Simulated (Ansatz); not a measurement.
# Re (bcc type): the cost of one run

Method: DFT LDA, with the methods named in each step, in Ansatz 0.2.0.

This is Re in the bcc structure; at room conditions it is hcp.

## (1) The system as given

Symmetry: Im-3m, No. 229, cubic system. Conventional cell: a = 3.071 Å, b = 3.071 Å, c = 3.071 Å, α = 90.00°, β = 90.00°, γ = 90.00°. Re (site symmetry m-3m) has 8 Re at 2.66 Å in its first shell of neighbours.

Coordinates:

```cif
data_structure
_symmetry_space_group_name_H-M 'Im-3m'
_symmetry_Int_Tables_number 229
_cell_length_a 3.0705
_cell_length_b 3.0705
_cell_length_c 3.0705
_cell_angle_alpha 90.000
_cell_angle_beta 90.000
_cell_angle_gamma 90.000
_cell_volume 28.95
loop_
_atom_site_label
_atom_site_type_symbol
_atom_site_symmetry_multiplicity
_atom_site_Wyckoff_symbol
_atom_site_fract_x
_atom_site_fract_y
_atom_site_fract_z
_atom_site_occupancy
Re1 Re 2 a 0.00000 0.00000 0.00000 1
```

The file gives the conventional cell by its symmetry; the runs use the cell typed in the input.

Whether this phase is the stable one at these pressures isn't tested.

## (2) The reference volume, LAPW

input.yaml

```yaml
crystal:
  lattice:
    - [-1.5352640187, 1.5352640187, 1.5352640187]
    - [1.5352640187, -1.5352640187, 1.5352640187]
    - [1.5352640187, 1.5352640187, -1.5352640187]
  atoms:
    - { symbol: Re, position: [0.0, 0.0, 0.0] }
kpoints:
  mp_grid: { grid: [19, 19, 19] }
  band_path:
    path:
      - [0.0, 0.0, 0.0]
      - [0.5, -0.5, 0.5]
      - [0.0, 0.0, 0.5]
      - [0.0, 0.0, 0.0]
      - [0.25, 0.25, 0.25]
      - [0.5, -0.5, 0.5]
      - [0.25, 0.25, 0.25]
      - [0.0, 0.0, 0.5]
    npoints: 14
scf:
  occupations: { method: fermi_dirac, width: 0.1 }
hamiltonian:
  xc: lda
  pseudopotentials: { kind: all_electron, lapw: { basis_error: 0.001 } }
output:
  forces: true
  stress: true
  eigenvalues: true
  populations: true
  dos: { projected: true, de: 0.2, e_range: [-14, 8] }
```

On the command line:

```bash
> ansatz run input.yaml --threads 1 --pin off --max-ram 2048MiB --backend cpu --events-out ev --progress --plain --runs-dir out
```

**Question.** How long does this run take on 1 thread of Arm Neoverse V2, shared host, and how much memory does it need?

About 32 s, with a peak of 0.45 GiB.
